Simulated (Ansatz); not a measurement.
**Al: a tetragonal deformation path**

An exercise on one series of results from a longer session: the logs are not shown, and one member is left open.

Program: Ansatz 0.2.0. Level of theory: DFT PBEsol, scalar-relativistic, plane waves, PAW. These are calculated values, not measurements.

## The system as given

Symmetry: Im-3m, No. 229, cubic system. The conventional cell has a = 3.182 Å, b = 3.182 Å, c = 3.182 Å, α = 90.00°, β = 90.00°, γ = 90.00°. Al (site symmetry m-3m) has 8 Al at 2.76 Å as nearest neighbours.

Structure file:

```xyz
1
Lattice="-1.5912 1.5912 1.5912 1.5912 -1.5912 1.5912 1.5912 1.5912 -1.5912" Properties=species:S:1:pos:R:3 pbc="T T T"
Al    0.0000    0.0000    0.0000
```

It goes back to an entry of the Materials Project, which need not be the stable form.

The cell is taken as given, not relaxed at this level.

The first run:

The input, input.yaml:

```yaml
crystal:
  lattice:
    - [-1.59121869, 1.59121869, 1.59121869]
    - [1.59121869, -1.59121869, 1.59121869]
    - [1.59121869, 1.59121869, -1.59121869]
  atoms:
    - { symbol: Al, position: [0.0, 0.0, 0.0] }
basis:
  ecutwfc: 420
kpoints:
  mp_grid: { grid: [24, 24, 24] }
hamiltonian:
  xc: pbesol
scf:
  occupations: { method: gaussian, width: 0.15 }
output:
  forces: true
  stress: true
  eigenvalues: true
```

Steps of the session up to this table: The reference: the undisturbed cell on the scan's mesh; At ρ = 0.707; At ρ = 1.414; Point ρ = 0.850; ρ = 1.200; Point ρ = 0.780; Point ρ = 1.300; At ρ = 0.920; ρ = 1.100; Point ρ = 0.650; ρ = 1.500.

One of the session's tables, all rows but one given; the rest of the session is left out.

It belongs to the step «The scan collected». The scan, with free energies counted from the undisturbed cell:

| ρ | ΔE (meV/atom) | pressure (GPa) |
| --- | --- | --- |
| 0.650 | 200.3 | 10.9 |
| 0.707 | 49.1 | 6.1 |
| 0.780 | -13.3 | 3.3 |
| 0.850 | ? | ? |
| 0.920 | -6.7 | 2.2 |
| 1.000 | 0.0 | 2.2 |
| 1.100 | -13.4 | 2.0 |
| 1.200 | -53.1 | 1.5 |
| 1.300 | -88.1 | 0.8 |
| 1.414 | -99.6 | 0.3 |
| 1.500 | -94.1 | 0.6 |

Estimate the missing values for ρ = 0.850.

Worked estimate for «ΔE (meV/atom)». A straight line through the neighbours (0.780, -13.3) and (0.920, -6.7) gives -13.3 + (-6.7 + 13.3) × (0.850 − 0.780) / (0.920 − 0.780) = -10.0; a parabola fitted to 4 rows on both sides gives -19.7.

The run gave: ΔE (meV/atom): -18.0; pressure (GPa): 2.4. In «ΔE (meV/atom)» the line misses by +8.0 and the parabola by -1.7.
